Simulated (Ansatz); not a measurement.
# GaBN (doublet): PBE, r2SCAN, PBE0, B3LYP, wB97M-V over vertical spin and charge gaps and displaced geometries, cc-pVDZ, part 2 of 3

Ansatz 0.2.0, Gaussian basis; cc-pVDZ, all electrons in the functionals. Earlier steps stand in the parts before.

### Step 13. r2SCAN, displaced geometry v2

File in.yaml:

```yaml
crystal:
  periodic: [false, false, false]
  atoms:
    - {symbol: B, position_ang: [0.084376, 0.005225, -1.472202]}
    - {symbol: N, position_ang: [-0.080498, 0.013599, -0.198609]}
    - {symbol: Ga, position_ang: [-0.003878, -0.018825, 1.670811]}
basis:
  gaussian: {orbitals: cc-pVDZ}
magnetization: {spin_polarized: true, initial_magnetization: 1}
hamiltonian: {xc: {name: r2SCAN}}
```

On the command line:

```console
$ ansatz run in.yaml --threads 1 --pin off --events-out ev --progress --plain --max-ram 2393MiB
```

The log of the run (excerpt; [...] marks lines left out):

```text
Functional definition: r2SCAN
  name "r2SCAN"
  cite "Furness, Kaplan, Ning, Perdew & Sun, J. Phys. Chem. Lett. 11, 8208 (2020) doi:10.1021/acs.jpclett.0c02405"
  cite "Furness, Kaplan, Ning, Perdew & Sun, J. Phys. Chem. Lett. 11, 9248 (2020) doi:10.1021/acs.jpclett.0c03077"
  parent r2scan
[...]
730 factors; their error is unknown
[...]
mean field -54540.25884784 eV, -2004.3175439429 hartree, gradient 6.7e-5 eV, S^2 0.770111; 0 other end points of the search recorded, 0 dependent functions left out
reference -54540.25886018 eV, -2004.3175443962 hartree; 22, 21 occupied and 33, 34 virtual orbitals, 730 factors
Total energy: -54540.25886018 eV, -2004.3175443962 hartree
```

Run time: 1.3 s. Hardware: 1 thread of AMD EPYC 9R45, shared host.

From the report: ⟨S²⟩ of the determinant 0.770 (pure doublet: 0.75).

From charge 0, doublet: -0.1 kcal/mol.

### Step 14. PBE0, charge 0, doublet

File in.yaml:

```yaml
crystal:
  periodic: [false, false, false]
  atoms:
    - {symbol: B, position_ang: [0.000000, 0.000000, -1.467200]}
    - {symbol: N, position_ang: [0.000000, 0.000000, -0.205200]}
    - {symbol: Ga, position_ang: [0.000000, 0.000000, 1.672400]}
basis:
  gaussian: {orbitals: cc-pVDZ}
magnetization: {spin_polarized: true, initial_magnetization: 1}
hamiltonian: {xc: {name: PBE0}}
output: {orbitals: {seedname: orbitals}}
```

Launched as before.

The log of the run (excerpt; [...] marks lines left out):

```text
Functional definition: PBE0
  name "PBE0"
  cite "Adamo & Barone, J. Chem. Phys. 110, 6158 (1999) doi:10.1063/1.478522"
  cite "Perdew, Burke & Ernzerhof, Phys. Rev. Lett. 77, 3865 (1996) doi:10.1103/PhysRevLett.77.3865"
  parent pbe
[...]
593 factors; integrals over basis functions are off by at most 1.2e-3 eV
[...]
mean field -54532.22075572 eV, -2004.0221495058 hartree, gradient 8.4e-5 eV, S^2 0.765315; 0 other end points of the search recorded, 0 dependent functions left out
reference -54532.22077938 eV, -2004.0221503755 hartree; 22, 21 occupied and 33, 34 virtual orbitals, 593 factors
Total energy: -54532.22077938 eV, -2004.0221503755 hartree
```

Run time: 0.78 s. Hardware: 1 thread of AMD EPYC 9R45, shared host.

From the report: ⟨S²⟩ of the determinant 0.765 (pure doublet: 0.75).

### Step 15. PBE0, charge 0, quartet

Changes to in.yaml since step 14:

```diff
@@ -8,3 +8,3 @@
   gaussian: {orbitals: cc-pVDZ}
-magnetization: {spin_polarized: true, initial_magnetization: 1}
+magnetization: {spin_polarized: true, initial_magnetization: 3}
 hamiltonian: {xc: {name: PBE0}}
```

Same command.

The log of the run (excerpt; [...] marks lines left out):

```text
Functional definition: PBE0
  name "PBE0"
  cite "Adamo & Barone, J. Chem. Phys. 110, 6158 (1999) doi:10.1063/1.478522"
  cite "Perdew, Burke & Ernzerhof, Phys. Rev. Lett. 77, 3865 (1996) doi:10.1103/PhysRevLett.77.3865"
  parent pbe
[...]
593 factors; integrals over basis functions are off by at most 1.2e-3 eV
[...]
mean field -54528.90039581 eV, -2003.9001285297 hartree, gradient 7.7e-5 eV, S^2 3.773438; 1 other end points of the search recorded, 0 dependent functions left out
reference -54528.90042087 eV, -2003.9001294507 hartree; 23, 20 occupied and 32, 35 virtual orbitals, 593 factors
Total energy: -54528.90042087 eV, -2003.9001294507 hartree
```

It took 1.1 s on 1 thread of AMD EPYC 9R45, shared host.

From the report: ⟨S²⟩ of the determinant 3.773 (pure quartet: 3.75).

From charge 0, doublet: +76.6 kcal/mol.

### Step 16. PBE0, charge 1, singlet

Changes to in.yaml since step 15:

```diff
@@ -8,3 +8,4 @@
   gaussian: {orbitals: cc-pVDZ}
-magnetization: {spin_polarized: true, initial_magnetization: 3}
+total_charge: 1
+magnetization: {spin_polarized: true, initial_magnetization: 0}
 hamiltonian: {xc: {name: PBE0}}
```

The command is unchanged.

The log of the run (excerpt; [...] marks lines left out):

```text
Functional definition: PBE0
  name "PBE0"
  cite "Adamo & Barone, J. Chem. Phys. 110, 6158 (1999) doi:10.1063/1.478522"
  cite "Perdew, Burke & Ernzerhof, Phys. Rev. Lett. 77, 3865 (1996) doi:10.1103/PhysRevLett.77.3865"
  parent pbe
[...]
593 factors; integrals over basis functions are off by at most 1.2e-3 eV
[...]
mean field -54523.03343895 eV, -2003.6845218419 hartree, gradient 2.2e-5 eV, S^2 0.865934; 4 other end points of the search recorded, 0 dependent functions left out
reference -54523.03346678 eV, -2003.6845228647 hartree; 21, 21 occupied and 34, 34 virtual orbitals, 593 factors
Total energy: -54523.03346678 eV, -2003.6845228647 hartree
```

Wall time 2 s (1 thread of AMD EPYC 9R45, shared host).

From the report: ⟨S²⟩ of the determinant 0.866 (pure singlet: 0.00). The determinant is far from a pure spin state, so its energy mixes those of several spin states (harmless only where they are near-degenerate, as at dissociation).

From charge 0, doublet: +211.9 kcal/mol.

### Step 17. PBE0, charge 1, triplet

Changes to in.yaml since step 16:

```diff
@@ -9,3 +9,3 @@
 total_charge: 1
-magnetization: {spin_polarized: true, initial_magnetization: 0}
+magnetization: {spin_polarized: true, initial_magnetization: 2}
 hamiltonian: {xc: {name: PBE0}}
```

Same command.

The log of the run (excerpt; [...] marks lines left out):

```text
Functional definition: PBE0
  name "PBE0"
  cite "Adamo & Barone, J. Chem. Phys. 110, 6158 (1999) doi:10.1063/1.478522"
  cite "Perdew, Burke & Ernzerhof, Phys. Rev. Lett. 77, 3865 (1996) doi:10.1103/PhysRevLett.77.3865"
  parent pbe
[...]
593 factors; integrals over basis functions are off by at most 1.2e-3 eV
[...]
mean field -54522.79602858 eV, -2003.6757971720 hartree, gradient 1.1e-5 eV, S^2 2.011901; 1 other end points of the search recorded, 0 dependent functions left out
reference -54522.79605656 eV, -2003.6757981999 hartree; 22, 20 occupied and 33, 35 virtual orbitals, 593 factors
Total energy: -54522.79605656 eV, -2003.6757981999 hartree
```

It took 0.96 s on 1 thread of AMD EPYC 9R45, shared host.

From the report: ⟨S²⟩ of the determinant 2.012 (pure triplet: 2.00).

From charge 0, doublet: +217.3 kcal/mol.

### Step 18. PBE0, displaced geometry v1

File in.yaml:

```yaml
crystal:
  periodic: [false, false, false]
  atoms:
    - {symbol: B, position_ang: [-0.015433, -0.009008, -1.445560]}
    - {symbol: N, position_ang: [-0.016266, -0.025151, -0.194713]}
    - {symbol: Ga, position_ang: [0.031698, 0.034159, 1.640273]}
basis:
  gaussian: {orbitals: cc-pVDZ}
magnetization: {spin_polarized: true, initial_magnetization: 1}
hamiltonian: {xc: {name: PBE0}}
output: {forces: true, orbitals: {seedname: orbitals}}
```

Launched as before.

The log of the run:

```text
Functional definition: PBE0
  name "PBE0"
  cite "Adamo & Barone, J. Chem. Phys. 110, 6158 (1999) doi:10.1063/1.478522"
  cite "Perdew, Burke & Ernzerhof, Phys. Rev. Lett. 77, 3865 (1996) doi:10.1103/PhysRevLett.77.3865"
  parent pbe
  parameter a = 0.25
  parameter kappa = 0.804
  parameter beta = 0.06672455060314922
  exchange = (1 - a)*pbe_x(kappa = kappa, mu = beta*pi^2/3) + a*exact_x
  correlation = pbe_c(beta = beta)
593 factors; integrals over basis functions are off by at most 1.2e-3 eV
mean field evaluation 1: about -54521.2666 eV, gradient 4.5e1 eV
mean field evaluation 2: about -54415.4267 eV, gradient 1.1e2 eV
mean field evaluation 4: about -54528.9606 eV, gradient 2.1e1 eV
mean field evaluation 8: about -54532.1203 eV, gradient 4.8e-1 eV
mean field evaluation 16: about -54532.1800 eV, gradient 1.3e-3 eV
mean field -54532.17996560 eV, -2004.0206504965 hartree, gradient 4.1e-5 eV, S^2 0.764402; 0 other end points of the search recorded, 0 dependent functions left out
the calculation of the forces begins
reference -54532.17998931 eV, -2004.0206513679 hartree; 22, 21 occupied and 33, 34 virtual orbitals, 593 factors
Total energy: -54532.17998931 eV, -2004.0206513679 hartree
Atom 0 at    -0.015433    -0.009008    -1.445560 Å, force    -0.002414     0.015322    -1.646106 eV/Å
Atom 1 at    -0.016266    -0.025151    -0.194713 Å, force    -0.023508    -0.046298     0.562902 eV/Å
Atom 2 at     0.031698     0.034159     1.640273 Å, force     0.025922     0.030976     1.083205 eV/Å
Dipole moment:     0.003967     0.007046    -0.030018 e Å
```

Wall time 1 s (1 thread of AMD EPYC 9R45, shared host).

From the report: ⟨S²⟩ of the determinant 0.764 (pure doublet: 0.75).

From charge 0, doublet: +0.9 kcal/mol.

### Step 19. PBE0, displaced geometry v2

File in.yaml:

```yaml
crystal:
  periodic: [false, false, false]
  atoms:
    - {symbol: B, position_ang: [0.084376, 0.005225, -1.472202]}
    - {symbol: N, position_ang: [-0.080498, 0.013599, -0.198609]}
    - {symbol: Ga, position_ang: [-0.003878, -0.018825, 1.670811]}
basis:
  gaussian: {orbitals: cc-pVDZ}
magnetization: {spin_polarized: true, initial_magnetization: 1}
hamiltonian: {xc: {name: PBE0}}
output: {orbitals: {seedname: orbitals}}
```

Launched as before.

The log of the run (excerpt; [...] marks lines left out):

```text
Functional definition: PBE0
  name "PBE0"
  cite "Adamo & Barone, J. Chem. Phys. 110, 6158 (1999) doi:10.1063/1.478522"
  cite "Perdew, Burke & Ernzerhof, Phys. Rev. Lett. 77, 3865 (1996) doi:10.1103/PhysRevLett.77.3865"
  parent pbe
[...]
593 factors; integrals over basis functions are off by at most 1.2e-3 eV
[...]
mean field -54532.21484337 eV, -2004.0219322309 hartree, gradient 3.3e-5 eV, S^2 0.765977; 0 other end points of the search recorded, 0 dependent functions left out
reference -54532.21486705 eV, -2004.0219331012 hartree; 22, 21 occupied and 33, 34 virtual orbitals, 593 factors
Total energy: -54532.21486705 eV, -2004.0219331012 hartree
```

Run time: 0.87 s. Hardware: 1 thread of AMD EPYC 9R45, shared host.

From the report: ⟨S²⟩ of the determinant 0.766 (pure doublet: 0.75).

From charge 0, doublet: +0.1 kcal/mol.

### Step 20. B3LYP, charge 0, doublet

File in.yaml:

```yaml
crystal:
  periodic: [false, false, false]
  atoms:
    - {symbol: B, position_ang: [0.000000, 0.000000, -1.467200]}
    - {symbol: N, position_ang: [0.000000, 0.000000, -0.205200]}
    - {symbol: Ga, position_ang: [0.000000, 0.000000, 1.672400]}
basis:
  gaussian: {orbitals: cc-pVDZ}
magnetization: {spin_polarized: true, initial_magnetization: 1}
hamiltonian: {xc: {name: B3LYP}}
```

Launched as before.

The log of the run (excerpt; [...] marks lines left out):

```text
Functional definition: B3LYP
  name "B3LYP"
  cite "Stephens, Devlin, Chabalowski & Frisch, J. Phys. Chem. 98, 11623 (1994) doi:10.1021/j100096a001"
  cite "Becke, Phys. Rev. A 38, 3098 (1988) doi:10.1103/PhysRevA.38.3098"
  cite "Lee, Yang & Parr, Phys. Rev. B 37, 785 (1988) doi:10.1103/PhysRevB.37.785"
  cite "Vosko, Wilk & Nusair, Can. J. Phys. 58, 1200 (1980) doi:10.1139/p80-159"
[...]
593 factors; integrals over basis functions are off by at most 1.2e-3 eV
[...]
mean field -54543.37393684 eV, -2004.4320213522 hartree, gradient 3.4e-5 eV, S^2 0.758975; 0 other end points of the search recorded, 0 dependent functions left out
reference -54543.37413027 eV, -2004.4320284606 hartree; 22, 21 occupied and 33, 34 virtual orbitals, 593 factors
Total energy: -54543.37413027 eV, -2004.4320284606 hartree
```

Run time: 0.75 s. Hardware: 1 thread of AMD EPYC 9R45, shared host.

From the report: ⟨S²⟩ of the determinant 0.759 (pure doublet: 0.75).

### Step 21. B3LYP, charge 0, quartet

Changes to in.yaml since step 20:

```diff
@@ -8,3 +8,3 @@
   gaussian: {orbitals: cc-pVDZ}
-magnetization: {spin_polarized: true, initial_magnetization: 1}
+magnetization: {spin_polarized: true, initial_magnetization: 3}
 hamiltonian: {xc: {name: B3LYP}}
```

Launched as before.

The log of the run (excerpt; [...] marks lines left out):

```text
Functional definition: B3LYP
  name "B3LYP"
  cite "Stephens, Devlin, Chabalowski & Frisch, J. Phys. Chem. 98, 11623 (1994) doi:10.1021/j100096a001"
  cite "Becke, Phys. Rev. A 38, 3098 (1988) doi:10.1103/PhysRevA.38.3098"
  cite "Lee, Yang & Parr, Phys. Rev. B 37, 785 (1988) doi:10.1103/PhysRevB.37.785"
  cite "Vosko, Wilk & Nusair, Can. J. Phys. 58, 1200 (1980) doi:10.1139/p80-159"
[...]
593 factors; integrals over basis functions are off by at most 1.2e-3 eV
[...]
mean field -54539.76826629 eV, -2004.2995154033 hartree, gradient 1.7e-5 eV, S^2 3.763755; 2 other end points of the search recorded, 0 dependent functions left out
reference -54539.76845924 eV, -2004.2995224941 hartree; 23, 20 occupied and 32, 35 virtual orbitals, 593 factors
Total energy: -54539.76845924 eV, -2004.2995224941 hartree
```

It took 1.2 s on 1 thread of AMD EPYC 9R45, shared host.

From the report: ⟨S²⟩ of the determinant 3.764 (pure quartet: 3.75).

From charge 0, doublet: +83.1 kcal/mol.

### Step 22. B3LYP, charge 1, singlet

Changes to in.yaml since step 21:

```diff
@@ -8,3 +8,4 @@
   gaussian: {orbitals: cc-pVDZ}
-magnetization: {spin_polarized: true, initial_magnetization: 3}
+total_charge: 1
+magnetization: {spin_polarized: true, initial_magnetization: 0}
 hamiltonian: {xc: {name: B3LYP}}
```

Launched as before.

The log of the run (excerpt; [...] marks lines left out):

```text
Functional definition: B3LYP
  name "B3LYP"
  cite "Stephens, Devlin, Chabalowski & Frisch, J. Phys. Chem. 98, 11623 (1994) doi:10.1021/j100096a001"
  cite "Becke, Phys. Rev. A 38, 3098 (1988) doi:10.1103/PhysRevA.38.3098"
  cite "Lee, Yang & Parr, Phys. Rev. B 37, 785 (1988) doi:10.1103/PhysRevB.37.785"
  cite "Vosko, Wilk & Nusair, Can. J. Phys. 58, 1200 (1980) doi:10.1139/p80-159"
[...]
593 factors; integrals over basis functions are off by at most 1.2e-3 eV
[...]
mean field -54534.05403445 eV, -2004.0895212564 hartree, gradient 1.5e-5 eV, S^2 0.780523; 4 other end points of the search recorded, 0 dependent functions left out
reference -54534.05424446 eV, -2004.0895289742 hartree; 21, 21 occupied and 34, 34 virtual orbitals, 593 factors
Total energy: -54534.05424446 eV, -2004.0895289742 hartree
```

It took 2 s on 1 thread of AMD EPYC 9R45, shared host.

From the report: ⟨S²⟩ of the determinant 0.781 (pure singlet: 0.00). The determinant is far from a pure spin state, so its energy mixes those of several spin states (harmless only where they are near-degenerate, as at dissociation).

From charge 0, doublet: +214.9 kcal/mol.

### Step 23. B3LYP, charge 1, triplet

Changes to in.yaml since step 22:

```diff
@@ -9,3 +9,3 @@
 total_charge: 1
-magnetization: {spin_polarized: true, initial_magnetization: 0}
+magnetization: {spin_polarized: true, initial_magnetization: 2}
 hamiltonian: {xc: {name: B3LYP}}
```

The command is unchanged.

The log of the run (excerpt; [...] marks lines left out):

```text
Functional definition: B3LYP
  name "B3LYP"
  cite "Stephens, Devlin, Chabalowski & Frisch, J. Phys. Chem. 98, 11623 (1994) doi:10.1021/j100096a001"
  cite "Becke, Phys. Rev. A 38, 3098 (1988) doi:10.1103/PhysRevA.38.3098"
  cite "Lee, Yang & Parr, Phys. Rev. B 37, 785 (1988) doi:10.1103/PhysRevB.37.785"
  cite "Vosko, Wilk & Nusair, Can. J. Phys. 58, 1200 (1980) doi:10.1139/p80-159"
[...]
593 factors; integrals over basis functions are off by at most 1.2e-3 eV
[...]
mean field -54533.75581101 eV, -2004.0785617474 hartree, gradient 2.7e-6 eV, S^2 2.007536; 4 other end points of the search recorded, 0 dependent functions left out
reference -54533.75602255 eV, -2004.0785695213 hartree; 22, 20 occupied and 33, 35 virtual orbitals, 593 factors
Total energy: -54533.75602255 eV, -2004.0785695213 hartree
```

Wall time 1.6 s (1 thread of AMD EPYC 9R45, shared host).

From the report: ⟨S²⟩ of the determinant 2.008 (pure triplet: 2.00).

From charge 0, doublet: +221.8 kcal/mol.

(Part 2 of 3 ends here.)
